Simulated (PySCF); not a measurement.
# H4LuN2 (Lu(NH2)2+): the cost of one run

Method: several levels, as the steps say, no spin–orbit coupling; program: PySCF 2.14.0.

1 further run of the same task is left out (for a known fault of the program).

**1. Starting geometry**

7 atoms, charge 1, spin multiplicity 1.

Bond lengths: Lu1–N2 2.003 Å, Lu1–H3 2.768 Å, Lu1–H4 2.710 Å, Lu1–N5 2.003 Å, Lu1–H6 2.768 Å, Lu1–H7 2.710 Å, N2–H3 1.021 Å, N2–H4 1.022 Å, N5–H6 1.021 Å, N5–H7 1.022 Å. Angles: N2–Lu1–H3 16.5°, N2–Lu1–H4 18.2°, N2–Lu1–N5 105.1°, N2–Lu1–H6 121.7°, N2–Lu1–H7 86.9°, H3–Lu1–H4 34.7°, H3–Lu1–N5 121.7°, H3–Lu1–H6 138.2°, H3–Lu1–H7 103.4°, H4–Lu1–N5 86.9°, H4–Lu1–H6 103.4°, H4–Lu1–H7 68.7°, N5–Lu1–H6 16.5°, N5–Lu1–H7 18.2°, H6–Lu1–H7 34.7°, Lu1–N2–H3 129.6°, Lu1–N2–H4 124.0°, H3–N2–H4 106.4° and more.

Coordinates:

```xyz
7
charge 1, multiplicity 1
Lu    0.0000    0.0000   -0.2516
N     1.5819   -0.1622    0.9655
H     2.5719   -0.2650    0.7367
H     1.5210   -0.1578    1.9854
N    -1.5819    0.1622    0.9655
H    -2.5719    0.2650    0.7367
H    -1.5210    0.1578    1.9854
```

Formal oxidation states: Lu +3. An earlier session relaxed this geometry at PBE0, Lu def2-SVP with ECP28, N def2-SVP, H def2-SVP (singlet, point group C2v).

At PBE0 on the finer grid: E = -1347.635616 Eh, HOMO -11.79 eV, LUMO -7.07 eV, Mulliken charge on Lu1 +1.34 e, largest force component 0.008 eV/Å. 

Levels to run: HF; wB97X; PBE0, TZVP. Hardware: 2 threads of Intel Xeon 6975P-C (Granite Rapids), shared host.

**2. HF**

File run.py (the lines that set the calculation):

```python
mol = gto.M(atom='''
Lu     0.00000     0.00000    -0.25161
N      1.58194    -0.16223     0.96551
H      2.57194    -0.26496     0.73665
H      1.52099    -0.15780     1.98543
N     -1.58194     0.16223     0.96551
H     -2.57194     0.26496     0.73665
H     -1.52099     0.15780     1.98543''',
    basis={'Lu': 'def2-SVP', 'N': 'def2-SVP', 'H': 'def2-SVP'},
    ecp={'Lu': 'def2-SVP'},
    charge=1, spin=0)
mf = scf.RHF(mol)
mf = mf.density_fit()  # fitting sets: Lu def2-universal-JKFIT, N def2-universal-JKFIT, H def2-universal-JKFIT
mf.conv_tol = 1e-08; mf.max_cycle = 55
mf.kernel(dm0)  # dm0: the density of the relaxed state
```

Started as:

```bash
$ OMP_NUM_THREADS=2 python run.py
```

**Question.** How long does this run take on 2 threads of Intel Xeon 6975P-C (Granite Rapids), shared host?

About 4.5 s.
